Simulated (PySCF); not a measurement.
# CH₄AgS+: fields and orbitals

Aim: take CH₄AgS+ and find what binds its two fragments, compute its lowest excited states and analyse its density (charges, bond critical points, surface potential).

The runs use PySCF 2.14.0; levels as typed in each script, gas phase, geometry from GFN2-xTB.

**1. Where the work starts**

SMILES `[Ag+].CS`, 7 atoms, charge 1, spin multiplicity 1.

Bond lengths: Ag1–H5 1.955 Å, C2–S3 1.785 Å, C2–H4 1.085 Å, C2–H5 1.190 Å, C2–H6 1.088 Å, S3–H7 1.337 Å. Angles: S3–C2–H4 112.3°, S3–C2–H5 111.1°, S3–C2–H6 108.0°, H4–C2–H5 107.3°, H4–C2–H6 110.8°, H5–C2–H6 107.2°, C2–S3–H7 97.4°, Ag1–H5–C2 164.3°.

As a file:

```xyz
7
CH4AgS
Ag    1.3524   -0.0573    0.0005
C    -1.6217    0.8773   -0.0207
S    -2.9273   -0.3357    0.0883
H    -1.7322    1.5253   -0.8840
H    -0.5561    0.3534   -0.1047
H    -1.6240    1.4571    0.8998
H    -3.0835   -0.5382   -1.2236
```

**2. Binding of the two fragments (B3LYP/def2-tzvp)**

input.py reads:

```python
import numpy as np
from pyscf import gto, scf, dft
from pyscf.scf import atom_ks, atom_hf
from scipy.linalg import block_diag
from pyscf.dispersion import dftd3

def solve(mol, dm0=None, hcore=None):
    mf = (dft.UKS if mol.spin else dft.RKS)(mol, xc='b3lyp')
    mf.grids.level = 3
    mf = mf.density_fit(auxbasis='def2-universal-jkfit')
    mf.conv_tol, mf.max_cycle = 1e-8, 80
    if hcore is not None:
        mf.get_hcore = lambda *args: hcore
    mf.kernel(dm0)
    if not mf.converged:
        mf = mf.newton().run(mf.mo_coeff, mf.mo_occ, max_cycle=30)
    assert mf.converged, 'SCF not converged'
    return mf

mol = gto.M(atom='''
Ag     1.35240    -0.05725     0.00051
C     -1.62171     0.87726    -0.02067
S     -2.92729    -0.33565     0.08828
H     -1.73221     1.52531    -0.88401
H     -0.55613     0.35339    -0.10473
H     -1.62403     1.45714     0.89983
H     -3.08350    -0.53815    -1.22362
''', basis='def2-tzvp', ecp={'Ag': 'def2-tzvp'}, charge=1, spin=0, verbose=4)
mol_a = gto.M(atom='''
Ag     1.35240    -0.05725     0.00051
ghost-C     -1.62171     0.87726    -0.02067
ghost-S     -2.92729    -0.33565     0.08828
ghost-H     -1.73221     1.52531    -0.88401
ghost-H     -0.55613     0.35339    -0.10473
ghost-H     -1.62403     1.45714     0.89983
ghost-H     -3.08350    -0.53815    -1.22362
''', basis='def2-tzvp', ecp={'Ag': 'def2-tzvp'}, charge=1, spin=0, verbose=4)
mol_b = gto.M(atom='''
ghost-Ag     1.35240    -0.05725     0.00051
C     -1.62171     0.87726    -0.02067
S     -2.92729    -0.33565     0.08828
H     -1.73221     1.52531    -0.88401
H     -0.55613     0.35339    -0.10473
H     -1.62403     1.45714     0.89983
H     -3.08350    -0.53815    -1.22362
''', basis='def2-tzvp', charge=0, spin=0, verbose=4)
ab, a, b = solve(mol), solve(mol_a), solve(mol_b)
e_int = ab.e_tot - a.e_tot - b.e_tot
print('counterpoise-corrected interaction energy / kcal/mol', e_int * 627.5095)
def disp(atoms, charge):
    m = gto.M(atom=atoms, charge=charge, basis='sto-3g', spin=None, unit='Bohr', verbose=0)
    return dftd3.DFTD3Dispersion(m, xc='b3lyp', version='d3bj').get_dispersion()['energy']
e_disp = disp(mol._atom, mol.charge) - disp(mol._atom[:1], mol_a.charge) - disp(mol._atom[1:], mol_b.charge)
print('D3(BJ) part / kcal/mol', e_disp * 627.5095)
# spherically averaged free atoms, for the promolecule
atom_ks.AtomSphAverageRKS.init_guess_by_vsap = lambda self, mol=None: self.init_guess_by_minao(mol)  # core potentials
atm = atom_ks.get_atm_nrks(mol, xc='b3lyp')
pro = block_diag(*[(atm[a[0]][2] * atm[a[0]][3]) @ atm[a[0]][2].T for a in mol._atom])
np.savez('result.npz', e_int=e_int, e_disp=e_disp, dm_a=a.make_rdm1(), dm_b=b.make_rdm1(), c=ab.mo_coeff, occ=ab.mo_occ, eps=ab.mo_energy, pro=pro, d=[f.dip_moment(verbose=0) for f in (ab, a, b)])
```

Started as:

```
$ OMP_NUM_THREADS=1 python input.py
```

**4. Excited states (PBE/def2-svp)**

input.py reads:

```python
import numpy as np
from pyscf import gto, scf, dft, tdscf
from pyscf.scf import atom_ks, atom_hf
from scipy.linalg import block_diag

def solve(mol, dm0=None, hcore=None):
    mf = (dft.UKS if mol.spin else dft.RKS)(mol, xc='pbe')
    mf.grids.level = 3
    mf = mf.density_fit(auxbasis='def2-universal-jkfit')
    mf.conv_tol, mf.max_cycle = 1e-8, 80
    if hcore is not None:
        mf.get_hcore = lambda *args: hcore
    mf.kernel(dm0)
    if not mf.converged:
        mf = mf.newton().run(mf.mo_coeff, mf.mo_occ, max_cycle=30)
    assert mf.converged, 'SCF not converged'
    return mf

mol = gto.M(atom='''
Ag     1.35240    -0.05725     0.00051
C     -1.62171     0.87726    -0.02067
S     -2.92729    -0.33565     0.08828
H     -1.73221     1.52531    -0.88401
H     -0.55613     0.35339    -0.10473
H     -1.62403     1.45714     0.89983
H     -3.08350    -0.53815    -1.22362
''', basis='def2-svp', ecp={'Ag': 'def2-svp'}, charge=1, spin=0, verbose=4)
mf = solve(mol)
td = mf.TDA()
td.nstates, td.singlet, td.conv_tol = 5, True, 1e-5
td.kernel()
td.analyze()
x, y = np.array([p[0] for p in td.xy]), np.array([p[1] + 0 * p[0] for p in td.xy])
f, mu = td.oscillator_strength(), td.transition_dipole()
nto = [td.get_nto(state=i + 1, verbose=4) for i in range(len(td.e))]
# spherically averaged free atoms, for the promolecule
atom_ks.AtomSphAverageRKS.init_guess_by_vsap = lambda self, mol=None: self.init_guess_by_minao(mol)  # core potentials
atm = atom_ks.get_atm_nrks(mol, xc='pbe')
pro = block_diag(*[(atm[a[0]][2] * atm[a[0]][3]) @ atm[a[0]][2].T for a in mol._atom])
np.savez('result.npz', e=td.e, f=f, ok=td.converged, w=[n[0] for n in nto], nto=[n[1] for n in nto], x=x, y=y, c=mf.mo_coeff, occ=mf.mo_occ, eps=mf.mo_energy, pro=pro, mu=mu)
```

**6. Density, bond paths and surface potential (B3LYP/def2-tzvp)**

input.py reads:

```python
import numpy as np
from pyscf import gto, scf, dft
from pyscf.scf import atom_ks, atom_hf
from scipy.linalg import block_diag

def solve(mol, dm0=None, hcore=None):
    mf = (dft.UKS if mol.spin else dft.RKS)(mol, xc='b3lyp')
    mf.grids.level = 3
    mf = mf.density_fit(auxbasis='def2-universal-jkfit')
    mf.conv_tol, mf.max_cycle = 1e-8, 80
    if hcore is not None:
        mf.get_hcore = lambda *args: hcore
    mf.kernel(dm0)
    if not mf.converged:
        mf = mf.newton().run(mf.mo_coeff, mf.mo_occ, max_cycle=30)
    assert mf.converged, 'SCF not converged'
    return mf

mol = gto.M(atom='''
Ag     1.35240    -0.05725     0.00051
C     -1.62171     0.87726    -0.02067
S     -2.92729    -0.33565     0.08828
H     -1.73221     1.52531    -0.88401
H     -0.55613     0.35339    -0.10473
H     -1.62403     1.45714     0.89983
H     -3.08350    -0.53815    -1.22362
''', basis='def2-tzvp', ecp={'Ag': 'def2-tzvp'}, charge=1, spin=0, verbose=4)
mf = solve(mol)
mf.analyze()
# spherically averaged free atoms, for the promolecule
atom_ks.AtomSphAverageRKS.init_guess_by_vsap = lambda self, mol=None: self.init_guess_by_minao(mol)  # core potentials
atm = atom_ks.get_atm_nrks(mol, xc='b3lyp')
pro = block_diag(*[(atm[a[0]][2] * atm[a[0]][3]) @ atm[a[0]][2].T for a in mol._atom])
np.savez('result.npz', e=mf.e_tot, c=mf.mo_coeff, occ=mf.mo_occ, eps=mf.mo_energy, pro=pro, dip=mf.dip_moment(verbose=0), s2=mf.spin_square()[0])
```

(Steps that only read results are left out.)

Before running it: what results should come out? Wanted: interaction energy, counterpoise; lowest singlet excitation; dipole moment; HOMO, LUMO.

**Answer**, as computed:

| quantity | value |
| --- | --- |
| interaction energy, counterpoise (B3LYP/def2-tzvp) | -16.6 kcal/mol |
| lowest singlet excitation (PBE/def2-svp) | 2.84 eV |
| dipole moment (B3LYP/def2-tzvp) | 2.12 D |
| HOMO, LUMO (B3LYP/def2-tzvp) | -11.30, -9.19 eV |

What this shows: The counterpoise-corrected interaction energy of the frozen fragments is −16.6 kcal/mol without dispersion correction and −19.2 kcal/mol with D3(BJ). D3 takes neutral-atom coefficients, also for the metal cation here, and tends to overbind such cations. The pair geometry is semi-empirical, not a minimum at this level. At B3LYP/def2-tzvp: The highest Hirshfeld charge is on Ag1 (+0.72 e), the lowest on C2 (−0.06 e). All values hold at the given geometry, in the gas phase.
